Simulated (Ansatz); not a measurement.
# CH8OSSi2: the cost of one run

Method: RKS BHLYP-D4/def2-SVP, in Ansatz 0.2.0.

### 1 Starting point

Bond lengths: C1–O2 1.380 Å, O2–Si3 1.674 Å, Si3–Si4 2.297 Å, Si3–S5 2.177 Å, C1–H6 1.166 Å, C1–H7 1.114 Å, C1–H8 1.060 Å, Si3–H9 1.455 Å, Si4–H10 1.448 Å, Si4–H11 1.454 Å, Si4–H12 1.543 Å, S5–H13 1.295 Å. Angles (14 of 20 angles, heavy atoms first): C1–O2–Si3 119.6°, O2–Si3–Si4 111.8°, O2–Si3–S5 106.0°, Si4–Si3–S5 108.1°, O2–C1–H6 110.5°, O2–C1–H7 114.2°, O2–C1–H8 112.3°, O2–Si3–H9 108.2°, Si4–Si3–H9 114.9°, S5–Si3–H9 107.4°, Si3–Si4–H10 111.9°, Si3–Si4–H11 113.4°, Si3–Si4–H12 107.6°, Si3–S5–H13 95.3°.

Coordinates:

```xyz
13

C    -0.6551    1.0878    1.9262
O    -0.2890    0.0211    1.1317
Si    0.0423    0.2730   -0.4897
Si   -0.0484   -1.6822   -1.6910
S     2.0829    1.0256   -0.5740
H    -1.6322    1.5814    1.5235
H     0.1040    1.9016    1.9758
H    -0.8609    0.7934    2.9239
H    -0.8326    1.3300   -0.9740
H     0.1876   -1.4603   -3.1026
H     0.8100   -2.7277   -1.1567
H    -1.4871   -2.2295   -1.5832
H     2.5987    0.0511    0.1049
```

### 2 End point A

File input.yaml:

```yaml
crystal:
  periodic: [false, false, false]
  atoms:
    - { symbol: C, position_ang: [-0.6551, 1.0878, 1.9262] }
    - { symbol: O, position_ang: [-0.289, 0.0211, 1.1317] }
    - { symbol: Si, position_ang: [0.0423, 0.273, -0.4897] }
    - { symbol: Si, position_ang: [-0.0484, -1.6822, -1.691] }
    - { symbol: S, position_ang: [2.0829, 1.0256, -0.574] }
    - { symbol: H, position_ang: [-1.6322, 1.5814, 1.5235] }
    - { symbol: H, position_ang: [0.104, 1.9016, 1.9758] }
    - { symbol: H, position_ang: [-0.8609, 0.7934, 2.9239] }
    - { symbol: H, position_ang: [-0.8326, 1.33, -0.974] }
    - { symbol: H, position_ang: [0.1876, -1.4603, -3.1026] }
    - { symbol: H, position_ang: [0.81, -2.7277, -1.1567] }
    - { symbol: H, position_ang: [-1.4871, -2.2295, -1.5832] }
    - { symbol: H, position_ang: [2.5987, 0.0511, 0.1049] }
basis:
  gaussian: { orbitals: def2-SVP }
hamiltonian:
  xc: { name: BHLYP }
  dispersion: d4
relax:
  f_tol: 0.02
  max_steps: 50
```

On the command line:

```
ansatz run input.yaml --threads 2 --pin off --max-ram 3072MiB --backend cpu --events-out ev --progress --plain --runs-dir out
```

**Question.** How long does this run take on 2 threads of Intel Xeon Platinum 8488C (Sapphire Rapids), shared host, and how much memory does it need?

About 32 s, with a peak of 0.32 GiB.
